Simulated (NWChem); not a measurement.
**One shape, several levels: AlHSeClF (SMILES [F][Al]([Cl])[SeH])**

We compute a comparison of 4 runs (HF/def2-SVP, B3LYP/def2-SVP, PBE0/def2-SVP, BP86/def2-SVPD) of AlHSeClF. 

The calculation is run with NWChem 7.3.0.

**1. The molecule**

AlHSeClF has 5 atoms, charge 0, and is taken as a singlet. SMILES: `[F][Al]([Cl])[SeH]`. Geometry: relaxed at PBE0-D4/def2-TZVP. This is one conformer, not always the lowest.

Bond lengths: F1–Al2 1.639 Å, Al2–Cl3 2.075 Å, Al2–Se4 2.288 Å, Se4–H5 1.471 Å. Angles: F1–Al2–Cl3 119.3°, F1–Al2–Se4 120.1°, Cl3–Al2–Se4 120.6°, Al2–Se4–H5 90.0°.

**2. Energy and forces at HF/def2-SVP (run 1)**

a.nw reads:

```
start a
memory stack 880 mb heap 220 mb global 1100 mb
charge 0
geometry units angstroms noautosym nocenter noautoz
F    -0.980100   -1.076700    1.078400
Al    0.304900   -0.385300    0.331200
Cl    2.221200   -1.013700    0.819200
Se   -0.020900    1.253900   -1.231300
H    -1.475100    1.148200   -1.039000
end
basis spherical bse
* library def2-SVP
end
scf
thresh 1e-08
maxiter 80
print medium
end
task scf gradient
```

Started as:

```sh
$ nwchem a.nw > a.out
```

The program printed:

```text
[...]
  functions       =    87
[...]
  wavefunction    = RHF
[...]
         Total SCF energy =  -3200.884881204235
      One-electron energy =  -5190.013004499879
      Two-electron energy =   1621.297999157008
 Nuclear repulsion energy =    367.830124138636
        Time for solution =      8.3s
[...]
                         RHF ENERGY GRADIENTS
    atom               coordinates                        gradient
                 x          y          z           x          y          z
   1 F      -1.852120  -2.034668   2.037881    0.002025   0.000914  -0.001008
   2 Al      0.576177  -0.728111   0.625877   -0.002365  -0.001418   0.001515
   3 Cl      4.197459  -1.915615   1.548064   -0.002823   0.001773  -0.001536
   4 Se     -0.039495   2.369527  -2.326820    0.008267   0.001113  -0.001588
   5 H      -2.787535   2.169783  -1.963425   -0.005103  -0.002382   0.002617
[...]
```

Run time: 15 s. Hardware: 1 thread of Intel Xeon 6975P-C (Granite Rapids), shared host; peak memory 0.098 GiB.

**3. Energy and gradient at B3LYP/def2-SVP (run 2)**

run.py reads:

```python
from ase import Atoms
from ase.calculators.nwchem import NWChem

molecule = Atoms(['F', 'Al', 'Cl', 'Se', 'H'], positions=[
    [-0.980100, -1.076700, 1.078400],
    [0.304900, -0.385300, 0.331200],
    [2.221200, -1.013700, 0.819200],
    [-0.020900, 1.253900, -1.231300],
    [-1.475100, 1.148200, -1.039000],
])

calc = NWChem(
    label='sp',
    theory='dft',
    memory='2200 mb',
    basis='def2-SVP',
    basispar='spherical bse',
    dft={'xc': 'b3lyp', 'mult': '1', 'grid': 'xfine', 'convergence': 'energy 1e-08', 'iterations': '100', 'mulliken': None},
)
molecule.calc = calc

forces = molecule.get_forces()
print("Total energy (eV):", round(molecule.get_potential_energy(), 6))
print("forces (eV/A):")
for s, f in zip(molecule.symbols, forces):
    print(f"{s:2s} {f[0]:10.5f} {f[1]:10.5f} {f[2]:10.5f}")
print("dipole (e A):", molecule.get_dipole_moment().round(4))
```

Started as:

```sh
$ export ASE_NWCHEM_COMMAND="nwchem PREFIX.nwi > PREFIX.nwo"
$ python run.py
```

The program printed:

```text
Total energy (eV): -87193.186815
forces (eV/A):
F    -0.54585   -0.29825    0.32180
Al    0.34946    0.28961   -0.30128
Cl    0.27341   -0.11143    0.09066
Se    0.08963    0.09698   -0.09914
H    -0.16666    0.02309   -0.01198
dipole (e A): [-0.1049  0.1435 -0.132 ]
```

The calculator wrote sp.nwi:

```
title "sp"

permanent_dir sp

scratch_dir sp

start sp

geometry units angstrom nocenter noautosym noautoz
  F  -9.8009999999999997e-01 -1.0767000000000000e+00 1.0784000000000000e+00
  Al 3.0490000000000000e-01 -3.8529999999999998e-01 3.3119999999999999e-01
  Cl 2.2212000000000001e+00 -1.0137000000000000e+00 8.1920000000000004e-01
  Se -2.0899999999999998e-02 1.2539000000000000e+00 -1.2313000000000001e+00
  H  -1.4751000000000001e+00 1.1482000000000001e+00 -1.0389999999999999e+00
end

memory 2200 mb

basis spherical bse noprint
   * library def2-SVP
end

dft
  xc b3lyp
  mult 1
  grid xfine
  convergence energy 1e-08
  iterations 100
  mulliken
end

task dft gradient
```

sp.nwo:

```text
Northwest Computational Chemistry Package (NWChem) 7.3.0
             --------------------------------------------------------

           Job information
           ---------------

    nwchem branch   = 7.3.0
    use scalapack   = T
    input           = sp.nwi
    prefix          = sp.
    data base       = sp/sp.db
    status          = startup
    nproc           =        1

           Memory information
           ------------------

    heap     =     72089596 doubles =      550.0 Mbytes
    stack    =     72089601 doubles =      550.0 Mbytes
    global   =    144179200 doubles =     1100.0 Mbytes (distinct from heap & stack)
    total    =    288358397 doubles =     2200.0 Mbytes
    verify   = yes
    hardfail = no

[... 100 lines left out ...]
  convergence criterion.
[... 42 lines left out ...]
          Spatial weights used:  Erf1
[... 81 lines left out ...]
         Total DFT energy =    -3204.290539899831
[... 3 lines left out ...]
 Nuclear repulsion energy =      367.830124138635
[... 693 lines left out ...]
          Convergence on gradient requested:  5.00D-04
[... 29 lines left out ...]
          total energy or number of iterations.
[... 28 lines left out ...]
    atom               coordinates                        gradient
                 x          y          z           x          y          z
   1 F      -1.852120  -2.034668   2.037881    0.010615   0.005800  -0.006258
   2 Al      0.576177  -0.728111   0.625877   -0.006796  -0.005632   0.005859
   3 Cl      4.197459  -1.915615   1.548064   -0.005317   0.002167  -0.001763
   4 Se     -0.039495   2.369527  -2.326820   -0.001743  -0.001886   0.001928
   5 H      -2.787535   2.169783  -1.963425    0.003241  -0.000449   0.000233

                 ----------------------------------------
                 |  Time  |  1-e(secs)   |  2-e(secs)   |
                 ----------------------------------------
                 |  CPU   |       0.00   |       4.66   |
                 ----------------------------------------
                 |  WALL  |       0.00   |       4.66   |
                 ----------------------------------------

 Task  times  cpu:       17.0s     wall:       17.0s
 Total times  cpu:       17.1s     wall:       17.1s
```

Wall time 18 s (1 thread of Intel Xeon 6975P-C (Granite Rapids), shared host); peak memory 0.13 GiB.

Run 3 isn't shown in full; the table further down has it.

**4. Energy and gradient at BP86/def2-SVPD (run 4)**

mol.nw reads:

```
echo
start mol
title "AlClFHSe BP86"
memory total 2200 mb

geometry noautosym nocenter noautoz
  F    -0.980100   -1.076700    1.078400
  Al    0.304900   -0.385300    0.331200
  Cl    2.221200   -1.013700    0.819200
  Se   -0.020900    1.253900   -1.231300
  H    -1.475100    1.148200   -1.039000
end

basis spherical bse
  * library def2-SVPD
end

dft
  xc becke88 perdew86
  mult 1
  grid fine
  convergence energy 1e-08
  iterations 100
  mulliken
end

task dft gradient
```

Started as:

```sh
$ nwchem mol.nw > mol.out
```

The program printed:

```text
[...]
          Wavefunction type:  closed shell.
          No. of atoms     :     5
          No. of electrons :    74
[...]
          Charge           :     0
          Spin multiplicity:     1
[...]
          AO basis - number of functions:   123
[...]
              XC Information
              --------------
                    Becke 1988 Exchange Functional  1.000
                Perdew 1981 Correlation Functional  1.000 local
                Perdew 1986 Correlation Functional  1.000 non-local
[...]
 d= 0,ls=0.0,diis     1  -3204.4790299460 -3.57D+03  1.63D-02  9.20D-01     3.1
[...]
 d= 0,ls=0.0,diis    11  -3204.5764401667  7.79D-09  2.70D-07  3.68D-10    23.5
         Total DFT energy =    -3204.576440166672
      One electron energy =    -5188.640641150801
           Coulomb energy =     1761.500427388072
    Exchange-Corr. energy =     -145.266350542579
 Nuclear repulsion energy =      367.830124138636
[...]
      Total Density - Mulliken Population Analysis
     ---------------------------------------------
    Atom       Charge   Shell Charges
 -----------   ------   -------------------------------------------------------
    1 F    9     9.55   1.99  1.13  0.79  0.03  3.34  2.01  0.24  0.00  0.02
    2 Al  13    11.61   2.00  1.98  0.78 -0.22 -0.02  5.92  0.80  0.10  0.31 -0.03
    3 Cl  17    17.56   2.00  1.98  1.30  0.65  0.11  5.93  2.17  3.12  0.28  0.01  0.02
    4 Se  34    34.42   2.00  2.00  1.99  1.49  0.35  0.05  6.00  5.97  2.00  2.38  0.13  8.15  1.77  0.12  0.03
    5 H    1     0.86   0.69  0.10  0.02  0.05
[...]
  wavefunction    = closed shell
                         DFT ENERGY GRADIENTS
    atom               coordinates                        gradient
                 x          y          z           x          y          z
   1 F      -1.852120  -2.034668   2.037881    0.021817   0.011669  -0.012619
   2 Al      0.576177  -0.728111   0.625877   -0.010901  -0.011156   0.011447
   3 Cl      4.197459  -1.915615   1.548064   -0.011728   0.003641  -0.002788
   4 Se     -0.039495   2.369527  -2.326820   -0.006483  -0.004489   0.004737
   5 H      -2.787535   2.169783  -1.963425    0.007295   0.000336  -0.000777
[...]
```

It took 41 s on 1 thread of Intel Xeon 6975P-C (Granite Rapids), shared host; peak memory 0.13 GiB.

**5. The series**

```
run           level  iteration cap  module   energy (Eh)  dipole moment (D)  HOMO energy (eV)  LUMO energy (eV)  wall time
  1     HF/def2-SVP             80     scf  -3200.884881               1.02            -10.34              2.07       15 s
  2  B3LYP/def2-SVP            100     dft  -3204.290540               1.06             -7.43             -1.15       18 s
  3   PBE0/def2-SVP            100     dft  -3203.580284               1.10             -7.75             -0.94       18 s
  4  BP86/def2-SVPD            100     dft  -3204.576440               1.20             -6.84             -2.16       41 s
```

**6. Outcome**

| quantity | value |
| --- | --- |
| run 4: total energy | -3204.57644 Eh |
| run 4: dipole moment | 1.20 D |
| run 4: HOMO energy | -6.84 eV |
| run 4: LUMO energy | -2.16 eV |
| run 4: HOMO–LUMO gap | 4.68 eV |
| run 4: largest force on an atom | 1.428 eV/Å |

The dipole moment (its size) runs from 1.02 D (HF/def2-SVP) to 1.20 D (BP86/def2-SVPD). The two ends differ in method and basis. The HOMO–LUMO gap runs from 4.68 eV (BP86/def2-SVPD) to 12.41 eV (HF/def2-SVP). Totals of different functionals can't be ranked against each other. All runs together took 92 s, the longest 41 s.
